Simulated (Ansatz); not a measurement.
Predict the output of the script below (Ansatz's Python interface).

Script `ch5bs.py`:
```python
"""Cost of removing each kind of hydrogen from CH5BS, fragments frozen."""

import ansatz as az
from ase import Atoms

BASIS_SET = "def2-TZVP"
FUNCTIONAL = "cam_b3lyp"


def total_energy(molecule, charge=0, unpaired=0):
    calc = molecule.calculation().basis(gaussian=BASIS_SET).functional(FUNCTIONAL)
    if charge:
        calc = calc.charge(charge)
    if unpaired:
        calc = calc.spin("collinear", total=unpaired)
    report = calc.run(threads=1).report
    if report["published_state_doubts"]:
        print("  doubts:", report["published_state_doubts"])
    return report["free_energy_ev"]

def without(molecule, index):
    rest = az.Crystal.molecule()
    for i, site in enumerate(molecule.cartesian_sites):
        if i != index:
            rest = rest.atom(site.symbol, site.position_ang)
    return rest

atoms = Atoms(["B", "S", "C", "H", "H", "H", "H", "H"], positions=[
    (-0.8531, 0.8206, -0.8732),
    (0.8501, 0.177, -0.9667),
    (0.7009, -0.6752, 0.6213),
    (-1.7263, 0.251, -1.3315),
    (-1.101, 1.9068, -0.3978),
    (0.5409, 0.0696, 1.4477),
    (1.7207, -1.1907, 0.8442),
    (-0.04, -1.4163, 0.6002),
])
mol = az.Crystal.molecule_from_ase(atoms)

whole = total_energy(mol, 0)
hydrogen = total_energy(az.Crystal.molecule().atom("H", (0, 0, 0)), 0, 1)
print(f"E(molecule) = {whole:.5f} eV, E(H) = {hydrogen:.5f} eV")
for index in [4, 7]:
    radical = total_energy(without(mol, index), 0, 1)
    print(f"H{index}: homolysis {(radical + hydrogen - whole):.3f} eV")
```

```console
$ python ch5bs.py
E(molecule) = -12629.38257 eV, E(H) = -13.57334 eV
H4: homolysis 4.545 eV
H7: homolysis 4.619 eV
```

What to keep in mind:
- Total energies depend on the basis set; only differences at equal settings carry meaning.
- The geometry is a force-field or estimated start, not a minimum of this method, and the basis set is short of its limit. All parts are taken at fixed geometry, without zero-point energy.
- Wall time of the script: 28 s on 1 thread of Arm Neoverse N1 (shared host), peak memory 0.34 GiB.
